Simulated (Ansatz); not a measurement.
**CH₅B₂NS: how energies converge with the basis set**

How large a basis does CH₅B₂NS need? Two functionals are run in growing sets.

Program: Ansatz 0.2.0, Gaussian basis. Level of theory: one geometry, several basis sets. These are calculated values, not measurements.

Plan: PBE0-D4/def2-SVP; ωB97M-V/def2-SVP; PBE0-D4/def2-QZVPP; ωB97M-V/def2-QZVPP; the functionals' def2-TZVPP values are taken from earlier runs.

## (1) Structure used throughout

An earlier PBE0-D4 in a triple-zeta def2 set relaxation fixed the geometry.

SMILES `BNBC=S`, 10 atoms, charge 0, spin multiplicity 1.

Atoms are counted from 1 here; the program's logs count them from 0.

Bond lengths: B1–N2 1.414 Å, B1–H6 1.195 Å, B1–H7 1.195 Å, N2–B3 1.422 Å, N2–H8 1.010 Å, B3–C4 1.557 Å, B3–H9 1.197 Å, C4–S5 1.616 Å, C4–H10 1.092 Å. Angles: N2–B1–H6 119.5°, N2–B1–H7 118.8°, H6–B1–H7 121.7°, B1–N2–B3 126.8°, B1–N2–H8 117.2°, B3–N2–H8 116.0°, N2–B3–C4 121.7°, N2–B3–H9 119.4°, C4–B3–H9 118.9°, B3–C4–S5 114.1°, B3–C4–H10 125.5°, S5–C4–H10 120.4°.

## (2) PBE0-D4 in def2-SVP

Contents of in.yaml:

```yaml
crystal:
  periodic: [false, false, false]
  atoms:
    - {symbol: B, position_ang: [-1.500424, -0.464992, 0.401704]}
    - {symbol: N, position_ang: [-0.147768, -0.763634, 0.687059]}
    - {symbol: B, position_ang: [0.997433, -0.064660, 0.214603]}
    - {symbol: C, position_ang: [0.881852, 1.086851, -0.826708]}
    - {symbol: S, position_ang: [1.335943, 0.672573, -2.320866]}
    - {symbol: H, position_ang: [-2.365873, -1.134860, 0.882413]}
    - {symbol: H, position_ang: [-1.746643, 0.461973, -0.310997]}
    - {symbol: H, position_ang: [0.032592, -1.548215, 1.297553]}
    - {symbol: H, position_ang: [2.083250, -0.390186, 0.597798]}
    - {symbol: H, position_ang: [0.512839, 2.093951, -0.619661]}
basis:
  gaussian: {orbitals: def2-SVP}
hamiltonian: {xc: pbe0, dispersion: d4}
output: {orbitals: {seedname: orbitals}}
```

The runs that follow: ωB97M-V in def2-SVP; PBE0-D4 in def2-QZVPP; ωB97M-V in def2-QZVPP.

Q: Predict the results of all the runs planned. Wanted: PBE0-D4: double and triple zeta above quadruple; ωB97M-V: double and triple zeta above quadruple.

**Answer**, as computed:

| quantity | value |
| --- | --- |
| PBE0-D4: double and triple zeta above quadruple | 8.64, 0.56 eV |
| ωB97M-V: double and triple zeta above quadruple | 8.81, 0.53 eV |

For PBE0-D4 the step from double to triple zeta gains 8.08 eV and the next only 0.56 eV. Total energies overstate the basis error of differences, where much of it tends to cancel.
